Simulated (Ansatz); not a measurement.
# Cu: the cost of one run

Method: DFT LDA, scalar-relativistic, plane waves, PAW, in Ansatz 0.2.0.

40 further runs of the same task are left out: 40 set aside as unsound or not needed.

**1. The structure to begin with**

It takes space group I4/mmm (No. 139, tetragonal). Conventional cell: a = 2.855 Å, b = 2.855 Å, c = 2.682 Å, α = 90.00°, β = 90.00°, γ = 90.00°. Cu (site symmetry 4/mmm) is surrounded by 10 Cu at 2.42 to 2.68 Å.

Structure file:

```
Cu
1.0
    -1.42740    1.42740    1.34108
     1.42740   -1.42740    1.34108
     1.42740    1.42740   -1.34108
Cu
1
Direct
  0.00000 0.00000 0.00000
```

It goes back to an entry of the Materials Project, which need not be the stable form.

It is the result of an earlier relaxation at this level (volume 10.93 Å³/atom; gap on the mesh: none (metal)).

**2. What is varied**

The energy is mapped over the lattice constants a and c of the conventional cell.

- lattice constant a (and b): 9 values from 2.712 to 2.998 Å
- lattice constant c: 9 values from 2.548 to 2.816 Å

Nothing else is relaxed (symmetry fixes all fractional coordinates). Energies count from the relaxed crystal. Points are written as (first, second).

**3. The run at (2.748 Å, 2.783 Å)**

The input, input.yaml:

```yaml
crystal:
  lattice:
    - [-1.37385, 1.37385, 1.39135]
    - [1.37385, -1.37385, 1.39135]
    - [1.37385, 1.37385, -1.39135]
  atoms:
    - { symbol: Cu, position: [0.0, 0.0, 0.0] }
basis:
  ecutwfc: 520.0
kpoints:
  mp_grid: { grid: [22, 22, 22] }
hamiltonian:
  xc: lda
  pseudopotentials: { kind: paw, azcp: { folder: soft_1 } }
scf:
  occupations: { method: gaussian, width: 0.15 }
output:
  forces: true
  stress: true
  eigenvalues: true
```

Started as:

```bash
$ ansatz run input.yaml --threads 1 --pin off --max-ram 2048MiB --backend cpu --events-out ev --progress --plain --runs-dir out
```

**Question.** How long does this run take on 1 thread of AMD EPYC 9R45 (Zen 5), shared host, and how much memory does it need?

About 3.1 s, with a peak of 0.49 GiB.
